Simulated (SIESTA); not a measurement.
Ho:

```
CELL_PARAMETERS angstrom
3.57730 0.00000 0.00000
-1.78865 3.09803 0.00000
0.00000 0.00000 5.61580
ATOMIC_POSITIONS crystal
Ho 0.66667 0.33333 0.75000
Ho 0.33333 0.66667 0.25000
```

- Program: SIESTA 5.4.2
- Task: single point
- Functional: PBEsol
- Potentials or basis: PseudoDojo 3+ lanthanides (4f in the core) (PBE files)
- Basis: DZP (energy shift 0.003 Ry; two zetas on semicore shells)
- Grid cutoff: 800 Ry
- Energy shift: 0.003 Ry
- k mesh: 9 × 9 × 5
- Occupations: fermi-dirac, width 0.05 eV
- Spin: collinear spin, ferromagnetic start
- Starting moments: [4.0, 4.0] μB

On this cell: pressure -2.4 GPa; largest force under 0.003 eV/Å; net moment 0.00 μB per cell; band gap on the k mesh none (metal or under the smearing width).

The same run follows on a disturbed copy (atoms moved at random, drawn with an rms of 0.05 Å):

```
Ho
1.0
     3.57730    0.00000    0.00000
    -1.78865    3.09803    0.00000
     0.00000    0.00000    5.61580
Ho
2
Cartesian
  1.7848 0.9989 4.1928
  -0.0172 2.0414 1.3926
```

Question: What does the disturbed cell give?

Answer: The energy (extrapolated to zero smearing) moves by +0.2 meV/atom; pressure -2.3 GPa; largest force 0.035 eV/Å; net moment 0.00 μB per cell; band gap on the k mesh none (metal or under the smearing width).

Forces on the atoms (eV/Å):
```
Ho  -0.019  0.014  0.025
Ho   0.019 -0.014 -0.025
```

Stress tensor (GPa, compression positive):
```
-2.19  0.05  0.00
 0.05 -2.12  0.00
 0.00  0.00 -2.73
```

Caveats: the magnetic or orbital state may not be the lowest; the potentials were made for another functional, which shifts forces and pressure; short orbitals over semicore shells can move pressures by several GPa; spin-orbit coupling is left out, which moves the levels of the heavy elements; the 4f electrons are frozen in the core as for a trivalent ion, so they carry no moment and show no levels; the basis of atomic orbitals isn't converged, which shifts pressures, moduli and gaps.
